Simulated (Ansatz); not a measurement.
What does this script print? It uses the Python package of Ansatz (0.2.0).

The script, `soc.py`:
```python
"""Levels of Sb without and with spin-orbit coupling."""

from dataclasses import dataclass
import warnings

import ansatz as az
import numpy as np


@dataclass(frozen=True)
class RunConfig:
    kmesh: tuple[int, ...] = (11, 8, 8)
    functional: str = "pbesol"


settings = RunConfig()

warnings.simplefilter("ignore", az.DeckWarning)

vectors = np.array([
    [3.122402, 0.0, 0.0],
    [0.0, 4.347518, 0.0],
    [-0.038915, 0.0, 4.405852],
])
system = (
    az.Lattice.of(vectors)
    .atom("Sb", (0.988611, 0.75, 0.758834))
    .atom("Sb", (0.011389, 0.25, 0.241166))
)

base = (
    system.calculation()
    .kpoints(mesh=settings.kmesh)  # the mesh must be finer for metals
    .functional(settings.functional)
    .occupations(az.OccupationsMethod.FERMI_DIRAC)  # fractional filling near the Fermi level
    .band_table()
)
for label, variant in (("scalar-relativistic", base), ("spin-orbit", base.spin(soc=True))):
    summary = variant.run().report
    zero = summary["band_edges_ev"][0] if summary.get("band_edges_ev") else summary["fermi_energy_ev"]
    near = [round(e - zero, 3) for e in summary["eigenvalues_ev"][0] if abs(e - zero) < 4]
    print(label)
    print("  band edges (eV):", [round(e, 3) for e in summary.get("band_edges_ev") or []] or "none reported")
    print("  levels at k =", summary["kpoints_frac"][0], "within 4 eV of the zero:", near)
```

```console
$ python soc.py
scalar-relativistic
  band edges (eV): none reported
  levels at k = [0.0, 0.0, 0.0] within 4 eV of the zero: [-3.535, -3.402, 2.117, 3.126, 3.348, 3.478]
spin-orbit
  band edges (eV): none reported
  levels at k = [0.0, 0.0, 0.0] within 4 eV of the zero: [-3.68, -3.68, -3.229, -3.229, 2.131, 2.131, 2.714, 2.714, 3.551, 3.551, 3.74, 3.74]
```

Reading the output:
- The computed bands are complete only to about 3.8 eV above the Fermi level.
- This isn't the structure that Sb takes at ambient conditions.
- Gaps and levels are Kohn-Sham values on a finite set of k-points.
- With spin-orbit coupling each level holds one electron and, with inversion or at time-reversal points, comes in pairs; a window in energy can cut a split set.
- Wall time of the script: 69 s on 1 thread of Arm Neoverse V2 (shared host), peak memory 1 GiB.
